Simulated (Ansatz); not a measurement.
Crystal: GeCN2.

```xyz
4
Lattice="1.7938 1.0356 4.9220 -1.7938 1.0356 4.9220 0.0000 -2.0713 4.9220" Properties=species:S:1:pos:R:3 pbc="T T T"
Ge    0.0000    0.0000    0.0000
N     0.0000    0.0000    8.6219
N     0.0000    0.0000    6.1440
C     0.0000    0.0000    7.3829
```

The cell comes from a database or a generator and needn't be the stable form of this composition.

Base run:

| Quantity | Value |
| --- | --- |
| Program | Ansatz 0.2.0 |
| Functional | r2SCAN |
| Potentials or basis | Ansatz PAW |
| Cutoff | 500 eV |
| Density cutoff | 2000 eV |
| k mesh | 9 × 9 × 9 |
| Occupations | fermi-dirac, width 0.05 eV |
| Spin | no spin polarisation |

Its results: band gap on the k mesh 1.20 eV, indirect (least direct gap 2.13 eV); pressure -3.2 GPa; largest force 0.501 eV/Å.

**Question.** The run is repeated on the same cell with these changes: functional from r2SCAN to PBEsol; cutoff from 500 eV to 420 eV; density cutoff from 2000 eV to 1680 eV. What comes out?

**Answer.** Band gap on the k mesh 1.00 eV, indirect (least direct gap 1.84 eV); pressure -3.3 GPa; largest force 0.066 eV/Å.

r2SCAN gives the wider gap, since meta-GGAs in the generalised Kohn-Sham scheme recover part of the derivative discontinuity.

Caveats: the k mesh misses the band edges, so the gap on the mesh is wider than the one along the path; the PAW data sets come from PBE, with cores solved anew for the run's functional, which leaves a small shift of forces and pressure.

Not every run made on this cell is shown here.
